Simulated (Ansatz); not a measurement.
# ClFH6N2OTi: the cost of one run

Method: RKS B3LYP/def2-SVP, in Ansatz 0.2.0.

### Step 1. Starting point

Bond lengths: Ti1–Cl2 2.720 Å, Ti1–O3 1.920 Å, O3–H4 1.010 Å, Ti1–N5 2.059 Å, N5–H6 1.060 Å, N5–H7 1.060 Å, Ti1–N8 2.059 Å, N8–H9 1.060 Å, N8–H10 1.060 Å, Ti1–F11 2.130 Å. Angles (14 of 17 angles, heavy atoms first): Cl2–Ti1–O3 109.5°, Cl2–Ti1–N5 109.5°, Cl2–Ti1–N8 109.5°, Cl2–Ti1–F11 71.6°, O3–Ti1–N5 109.5°, O3–Ti1–N8 109.5°, O3–Ti1–F11 178.9°, N5–Ti1–N8 109.5°, N5–Ti1–F11 70.0°, N8–Ti1–F11 70.0°, Ti1–O3–H4 109.5°, Ti1–N5–H6 120.0°, Ti1–N5–H7 120.0°, Ti1–N8–H9 120.0°.

As a file:

```xyz
12

Ti    0.0000    0.0000    0.0000
Cl    0.0000    0.0000    2.7200
O     1.8106    0.0000   -0.6394
H     2.1269   -0.9521   -0.7560
N    -0.9703    1.6810   -0.6860
H    -1.9904    1.6258   -0.9687
H    -0.4498    2.6017   -0.7565
N    -0.9703   -1.6810   -0.6860
H    -1.5052   -2.2973   -0.0095
H    -0.9349   -1.9302   -1.7156
F    -2.0213    0.0000    0.6716
H    -1.4923    0.0000    1.8444
```

### Step 2. Pulling towards end A

Springs on the bonds that form and break draw the guess towards this end; the thresholds are loose.

input.yaml

```yaml
crystal:
  periodic: [false, false, false]
  atoms:
    - { symbol: Ti, position_ang: [0.0, 0.0, 0.0] }
    - { symbol: Cl, position_ang: [0.0, 0.0, 2.72] }
    - { symbol: O, position_ang: [1.8106, 0.0, -0.6394] }
    - { symbol: H, position_ang: [2.1269, -0.9521, -0.756] }
    - { symbol: "N", position_ang: [-0.9703, 1.681, -0.686] }
    - { symbol: H, position_ang: [-1.9904, 1.6258, -0.9687] }
    - { symbol: H, position_ang: [-0.4498, 2.6017, -0.7565] }
    - { symbol: "N", position_ang: [-0.9703, -1.681, -0.686] }
    - { symbol: H, position_ang: [-1.5052, -2.2973, -0.0095] }
    - { symbol: H, position_ang: [-0.9349, -1.9302, -1.7156] }
    - { symbol: F, position_ang: [-2.0213, 0.0, 0.6716] }
    - { symbol: H, position_ang: [-1.4923, 0.0, 1.8444] }
basis:
  gaussian: { orbitals: def2-SVP }
hamiltonian:
  xc: b3lyp
relax:
  f_tol: 0.15
  max_steps: 25
  restrain:
    - { distance: [0, 10], at: 3.03, k: 30.0 }
    - { distance: [11, 1], at: 2.57, k: 30.0 }
    - { distance: [0, 1], at: 2.37, k: 30.0 }
    - { distance: [11, 10], at: 0.92, k: 30.0 }
```

Started as:

```sh
$ ansatz run input.yaml --threads 4 --pin off --max-ram 5120MiB --backend cpu --events-out ev --progress --plain --runs-dir out
```

Q: Estimate wall time and peak memory on 4 threads of Arm Neoverse V1, shared host.

About 48 s, with a peak of 0.43 GiB.
